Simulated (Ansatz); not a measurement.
# Cl₂GaH₃OSi: up Jacob's ladder to CCSD(T)

An exercise on one series of results from a longer session: the logs are not shown, and one member is left open.

Program: Ansatz 0.2.0, Gaussian basis. Level of theory: functionals in def2-TZVPP, the program's frozen cores in correlated methods. These are calculated values, not measurements.

Plan: LDA (SPW92), PBE-D4, revPBE-D4, BLYP-D4, r2SCAN-D4, B97M-V, PBE0-D4, B3LYP-D4, r2SCANh-D4, r2SCAN0-D4, HSE06-D4, BHLYP-D4, CAM-B3LYP-D4, LC-ωPBE, ωB97X-V, ωB97M-V, B2PLYP, PBE-QIDH; CCSD(T)/def2-SVP; CCSD(T)/def2-TZVPP; MP2/def2-QZVPP; extrapolation to the limit; RPA on PBE.

## Structure used throughout

The geometry comes from an earlier relaxation with PBE0-D4 in a triple-zeta def2 set; it is a stationary point, not always the lowest conformer.

SMILES `[SiH3][O][Ga]([Cl])[Cl]`, 8 atoms, charge 0, spin multiplicity 1.

Atoms are counted from 1 here; the program's logs count them from 0.

Bond lengths: Si1–O2 1.642 Å, Si1–H6 1.488 Å, Si1–H7 1.486 Å, Si1–H8 1.484 Å, O2–Ga3 1.753 Å, Ga3–Cl4 2.116 Å, Ga3–Cl5 2.109 Å. Angles: O2–Si1–H6 111.0°, O2–Si1–H7 109.4°, O2–Si1–H8 108.5°, H6–Si1–H7 109.1°, H6–Si1–H8 109.4°, H7–Si1–H8 109.5°, Si1–O2–Ga3 139.3°, O2–Ga3–Cl4 120.4°, O2–Ga3–Cl5 118.7°, Cl4–Ga3–Cl5 120.9°.

The first run:

File in.yaml:

```yaml
crystal:
  periodic: [false, false, false]
  atoms:
    - {symbol: Si, position_ang: [-1.145799, -0.148381, 0.888389]}
    - {symbol: O, position_ang: [-0.178420, 0.612935, -0.197542]}
    - {symbol: Ga, position_ang: [1.301444, 0.323809, -1.091395]}
    - {symbol: Cl, position_ang: [2.347716, -1.502144, -0.870406]}
    - {symbol: Cl, position_ang: [2.011961, 1.829700, -2.385335]}
    - {symbol: H, position_ang: [-0.459961, -1.330253, 1.476187]}
    - {symbol: H, position_ang: [-2.389891, -0.595909, 0.211108]}
    - {symbol: H, position_ang: [-1.487050, 0.810253, 1.968994]}
basis:
  gaussian: {orbitals: def2-TZVPP}
hamiltonian: {xc: lda}
output: {orbitals: {seedname: orbitals}}
```

Run with:

```bash
> ansatz run in.yaml --threads 4 --pin off --events-out ev --progress --plain --max-ram 10444MiB
```

Among the steps run: LDA; PBE-D4 (GGA); revPBE-D4 (GGA); BLYP-D4 (GGA); r2SCAN-D4 (meta-GGA); B97M-V (meta-GGA); PBE0-D4 (hybrid); B3LYP-D4 (hybrid); r2SCANh-D4 (hybrid); r2SCAN0-D4 (hybrid); HSE06-D4 (hybrid); BHLYP-D4 (hybrid); CAM-B3LYP-D4 (range-separated); LC-ωPBE (range-separated); ωB97X-V (range-separated); ωB97M-V (range-separated); B2PLYP (double hybrid); PBE-QIDH (double hybrid).

One of the session's tables, all rows but one given; the rest of the session is left out.

It belongs to the step «Orbital energies across the functionals». 

```
  functional  HOMO (eV)  LUMO (eV)  gap (eV)
 LDA (SPW92)      -7.71      -3.00      4.71
      PBE-D4      -7.61      -2.68      4.93
   revPBE-D4      -7.57      -2.54      5.03
     BLYP-D4      -7.52      -2.63      4.88
   r2SCAN-D4          ?          ?         ?
      B97M-V      -8.05      -2.52      5.53
     PBE0-D4      -9.03      -1.72      7.31
    B3LYP-D4      -8.81      -2.05      6.77
  r2SCANh-D4      -8.50      -2.06      6.44
  r2SCAN0-D4      -9.28      -1.55      7.72
    HSE06-D4      -8.63      -2.10      6.53
    BHLYP-D4     -10.39      -0.79      9.59
CAM-B3LYP-D4     -10.46      -0.75      9.71
     LC-ωPBE     -11.84       0.58     12.42
     ωB97X-V     -11.49       0.39     11.88
     ωB97M-V     -11.32       0.19     11.51
```

**Question.** Estimate the row for r2SCAN-D4.

Worked estimate for «HOMO (eV)». Against the share of exact exchange, r2SCANh-D4 (0.1, -8.50), r2SCAN0-D4 (0.25, -9.28) give a slope of -5.20 per unit share; at 0 the line stands at -7.98.

The run gave: HOMO (eV): -7.98; LUMO (eV): -2.40; gap (eV): 5.58. In «HOMO (eV)» the line misses by 0.00.
